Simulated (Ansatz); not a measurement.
# In (bcc type): how the settings move a single-point run

Aim: see which settings change the result for In (bcc type), by how much, and at what cost.

Method: reference: DFT, PBEsol, all-electron LAPW, scalar-relativistic, in Ansatz 0.2.0.

1 further run of the same task is left out (for a known fault of the program). Runs told in other sessions of the task aren't counted.

## (1) The starting structure

The structure is cubic, space group Im-3m (No. 229). Conventional cell: a = 3.384 Å, b = 3.384 Å, c = 3.384 Å, α = 90.00°, β = 90.00°, γ = 90.00°. Around In (site symmetry m-3m) lie 8 In at 2.93 Å.

Structure file:

```xyz
1
Lattice="-1.6921 1.6921 1.6921 1.6921 -1.6921 1.6921 1.6921 1.6921 -1.6921" Properties=species:S:1:pos:R:3 pbc="T T T"
In    0.0000    0.0000    0.0000
```

## (2) Reference

Input file input.yaml:

```yaml
crystal:
  lattice:
    - [-1.6921016122, 1.6921016122, 1.6921016122]
    - [1.6921016122, -1.6921016122, 1.6921016122]
    - [1.6921016122, 1.6921016122, -1.6921016122]
  atoms:
    - { symbol: In, position: [0.0, 0.0, 0.0] }
kpoints:
  mp_grid: { grid: [16, 16, 16] }
scf:
  occupations: { method: fermi_dirac, width: 0.1 }
hamiltonian:
  xc: pbesol
  pseudopotentials: { kind: all_electron, lapw: { basis_error: 0.001 } }
output:
  forces: true
  stress: true
  eigenvalues: true
  populations: true
```

Run with:

```console
> ansatz run input.yaml --threads 1 --pin off --max-ram 2048MiB --backend cpu --events-out ev --progress --plain --runs-dir out
```

## (3) Changing settings: n_extra_bands 2

Edit input.yaml of step 2 so:

```diff
@@ -11,2 +11,3 @@
   occupations: { method: fermi_dirac, width: 0.1 }
+  n_extra_bands: 2
 hamiltonian:
```

Q: Predict the outcome of this session. Wanted: for each run, ending; energy change; pressure; gap; force.

The runs gave:

```
               run     ending  energy change  pressure (GPa)  gap (eV)  force (eV/Å)  cycles   time
         reference  converged              0            26.3      0.00          0.00       7   10 s
1: n_extra_bands 2  converged   0.0 meV/atom            26.3      0.00          0.00       7  9.6 s
```

Residual by cycle in the longest SCF loop of each run; runs are numbered as in the table. The quantity is the density residual dr2, in eV.

```
cycle  reference    run 1
    1     0.0109   0.0109
    2    0.00308  0.00308
    3    0.00162  0.00162
    4     3.4e-4   3.4e-4
    5     2.6e-5   2.6e-5
    6     6.5e-7   6.5e-7
    7     1.2e-8   1.2e-8
```

What this shows: Energy and cycle count are those of the reference, so the change (band count) left the result and the number of cycles as they were. The structure is not at rest: the sound run finds 26 GPa, so these are no properties of the relaxed crystal. 
